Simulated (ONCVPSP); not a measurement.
# Rhenium: generating and testing an ONCV potential

Do these settings give a usable potential? It is generated, then checked for transferability, scattering, ghosts and hardness.

Method: ONCVPSP 4.0.1.1 (patched build), LDA (Perdew-Wang 92), scalar-relativistic.

## 1. The atom and the settings

The settings as typed:

```json
{"element": "rhenium (Re, Z = 75)", "type": "optimised norm-conserving Vanderbilt (ONCV)", "frozen core": "[Kr] 4d10", "valence charge": "29", "reference configuration": "4f14 5s2 5p6 5d5 6s1.5 (charge +0.5)", "partial waves": "5s+6s: rc 1.35 bohr, ncon 4, nbas 9, qcut 8.1 1/bohr, 2 projectors; 5p: rc 1.70 bohr, ncon 4, nbas 9, qcut 7.8 1/bohr, 2 projectors, debl 1.2 Ha; 5d: rc 1.60 bohr, ncon 3, nbas 7, qcut 6.8 1/bohr, 3 projectors, debl 2.7 Ha; 4f: rc 0.55 bohr, ncon 3, nbas 7, qcut 18.3 1/bohr, 2 projectors, debl 3.1 Ha", "local potential": "polynomial inside 0.50 bohr (lpopt 5, dvloc0 0 Ha)", "core correction": "not asked for"}
```

The nodes and maxima of the atom's own shells, from an earlier all-electron run, set the scale for the radii.

All-electron outer shells of the reference configuration (LDA (PZ), scalar-relativistic, ld1.x):

```csv
shell,level (eV),outermost node (bohr),outermost maximum (bohr)
4d,-258.95,0.21,0.44
5s,-89.28,0.52,0.93
5p,-50.99,0.56,1.06
4f,-46.37,–,0.41
6s,-9.49,1.24,2.51
5d,-9.26,0.62,1.43
6p,-4.18,1.48,3.39
```

## 2. The generation run

The input, Re.dat:

```
# ATOM AND REFERENCE CONFIGURATION
# atsym  z   nc   nv     iexc    psfile
  Re 75.00    9    5  -001012      upf
#
#   n    l    f
    1    0    2.00
    2    0    2.00
    2    1    6.00
    3    0    2.00
    3    1    6.00
    3    2   10.00
    4    0    2.00
    4    1    6.00
    4    2   10.00
    4    3   14.00
    5    0    2.00
    5    1    6.00
    5    2    5.00
    6    0    1.50
#
# PSEUDOPOTENTIAL AND OPTIMIZATION
# lmax
    3
#
#   l,   rc,      ep,       ncon, nbas, qcut
    0    1.35    0.00    4    9    8.10
    1    1.70    0.00    4    9    7.80
    2    1.60    0.00    3    7    6.80
    3    0.55    0.00    3    7   18.30
#
# LOCAL POTENTIAL
# lloc, lpopt,  rc(5),   dvloc0
    4    5    0.50    0.00
#
# VANDERBILT-KLEINMAN-BYLANDER PROJECTORs
# l, nproj, debl
    0    2    2.20
    1    2    1.20
    2    3    2.70
    3    2    3.10
#
# MODEL CORE CHARGE
# icmod, fcfact, rcfact
    0    0.00    0.00
#
# LOG DERIVATIVE ANALYSIS
# epsh1, epsh2, depsh
   -5.00    5.00    0.04
#
# OUTPUT GRID
# rlmax, drl
    6.00    0.01
#
# TEST CONFIGURATIONS
# ncnf
    4
# nvcnf
#   n    l    f
    5
    4    3   14.00
    5    0    2.00
    5    1    6.00
    5    2    5.00
    6    0    2.00
#
    5
    4    3   14.00
    5    0    2.00
    5    1    6.00
    5    2    5.00
    6    0    1.00
#
    5
    4    3   14.00
    5    0    2.00
    5    1    6.00
    5    2    5.00
    6    0    0.00
#
    5
    4    3   13.00
    5    0    2.00
    5    1    6.00
    5    2    6.00
    6    0    1.00
#
```

Launch:

```bash
$ oncvpsp.x < Re.dat > Re.out
```

Before running it: what results should come out? Wanted: cutoffs; bound ghosts; GHOST(+) flags; largest miss of a reference level; largest test error; largest phase difference near zero energy, channels read; projector energies reset by the program.

The runs gave:

```
                                                quantity                                    value
                                                 cutoffs                           not determined
                                            bound ghosts        s at -1655.24 eV, p at -613.14 eV
                                          GHOST(+) flags  s at 161 eV, d at 122 eV, f at 12274 eV
                       largest miss of a reference level                              73 meV (4f)
                            largest test error (AE − PS)       -424 meV, for 4f13 5s2 5p6 5d6 6s1
largest phase difference near zero energy, channels read                                0.001 rad
                 projector energies reset by the program                      p: -1.874, 0.250 Ha
```

In words: It has a bound ghost (s, p), a state that the atom doesn't have, and that rules the file out. Already in the reference configuration the 4f level is off by 73 meV. By total energies transferability is poor: the largest error is 424 meV on 47.1 eV, for 4f13 5s2 5p6 5d6 6s1. That test lies far up in energy; among those under 40 eV, nearer to bonding, the largest error is 7.6 meV. Near zero energy the phases of the channels with partial waves agree within 0.001 rad. The program also flags highly localised states, GHOST(+) (s, d, f). These are tests on the free atom; a crystal test is still owed.
